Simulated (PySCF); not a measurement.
**BGaH4O: electronic excitations and core binding energies**

Aim: predict the electronic excitations and core binding energies of BGaH4O (`B[O][GaH2]`).

The runs use PySCF 2.14.0, with density-fitted response routines of our own; the level of theory stands in each step. All values are computed, except where a source is named. Atoms are numbered from 0 throughout.

### Step 1. Starting geometry

7 atoms, charge 0, multiplicity 1; geometry from: GFN2-xTB.

Bonds of the start (Å): B0–O1 1.33, O1–Ga2 1.72, B0–H3 1.18, B0–H4 1.18, Ga2–H5 1.54, Ga2–H6 1.54.

### Step 2. TDDFT and polarisability: PBE0/def2-SVPD

Job settings and geometry (Å):

```
{"job": {"kind": "uv", "xc": "PBE0", "basis": "def2-SVPD", "nstates": 8, "ntriplets": 3}, "charge": 0, "multiplicity": 1}
B     -1.419202    -0.530942    -0.131879
O     -0.177696    -0.066183    -0.288174
Ga     1.423170     0.532651    -0.489574
H     -1.702863    -1.116687     0.850973
H     -2.220024    -0.350036    -0.978070
H      1.679784     1.961827     0.037699
H      2.420165    -0.425725    -1.177398
```

Level: TDDFT PBE0/def2-SVPD, vertical, gas phase, core orbitals frozen in the response.

Run with:

```sh
> OMP_NUM_THREADS=1 python probes_run.py task.json out
```

The driver reads the jobs from task.json and runs them one after another.

**Question.** This job is followed by: delta-SCF UKS SCAN, pcX-2 on the ionised atom, pcseg-1 elsewhere, spin-free X2C. What will the session give for the following? lowest singlet (PBE0/def2-SVPD); brightest single state of those computed; lowest triplet; B1s binding energies, SCAN/pcX-2; O1s binding energies, SCAN/pcX-2.

The runs gave:

| quantity | value |
| --- | --- |
| lowest singlet (PBE0/def2-SVPD) | 5.58 eV (222 nm), f = 0.127 |
| brightest single state of those computed | state 6, 7.60 eV, f = 0.132 |
| lowest triplet | 4.95 eV |
| B1s binding energies, SCAN/pcX-2 | B0 196.40 eV |
| O1s binding energies, SCAN/pcX-2 | O1 537.98 eV |

The first singlet state (HOMO→LUMO 0.99) lies at 5.58 eV and is bright; of the 8 states computed, the strongest absorption comes from state 6 at 7.60 eV. The lowest triplet lies 0.63 eV below the lowest singlet (triplets in Tamm-Dancoff, singlets in full TDDFT).
